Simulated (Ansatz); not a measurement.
# AlNi: the cost of one run

Method: DFT LDA, scalar-relativistic, plane waves, PAW; levels and slopes on a dense k mesh at the converged density, in Ansatz 0.2.0.

**1. The structure to begin with**

The structure is orthorhombic, space group Cmmm (No. 65). The conventional cell has a = 3.877 Å, b = 3.906 Å, c = 3.099 Å, α = 90.00°, β = 90.00°, γ = 90.00°. Around Al (site symmetry mmm) lie 8 Ni at 2.48 to 2.49 Å and 4 Al at 2.75 Å. Ni (site symmetry mmm) is surrounded by 8 Al at 2.48 to 2.49 Å and 4 Ni at 2.75 Å.

As a file:

```
Al Ni
1.0
     1.93869   -1.95319    0.00000
     1.93869    1.95319    0.00000
     0.00000    0.00000    3.09943
Al Ni
1 1
Cartesian
  0.0000 0.0000 0.0000
  1.9387 0.0000 1.5497
```

The structure comes from the Materials Project (structure only) and is not relaxed.

**2. The run**

input.yaml reads:

```yaml
crystal:
  lattice:
    - [1.938694, -1.95319015, 0.0]
    - [1.938694, 1.95319015, 0.0]
    - [0.0, 0.0, 3.09943004]
  atoms:
    - { symbol: Al, position: [0.0, 0.0, 0.0] }
    - { symbol: Ni, position: [0.5, 0.5, 0.5] }
basis:
  ecutwfc: 420
kpoints:
  mp_grid: { grid: [14, 14, 12] }
hamiltonian:
  xc: lda
scf:
  occupations: { method: gaussian, width: 0.05 }
output:
  forces: true
  eigenvalues: true
  eigenstates:
    nscf_kmesh: { grid: [20, 20, 18] }
    top_band: c6
    de_dk: true
    localisation: true
  stress: true
checkpoint:
  write: ck
  compress: false
  write_wavefunctions: false
  write_every: 100000
```

The run is started by

```
> ansatz run input.yaml --threads 1 --pin off --max-ram 3072MiB --backend cpu --events-out ev --progress --plain --runs-dir out
```

What time and memory should one allow on 1 thread of Intel Xeon 6975P-C (Granite Rapids), shared host?

About 15 s, with a peak of 0.53 GiB.
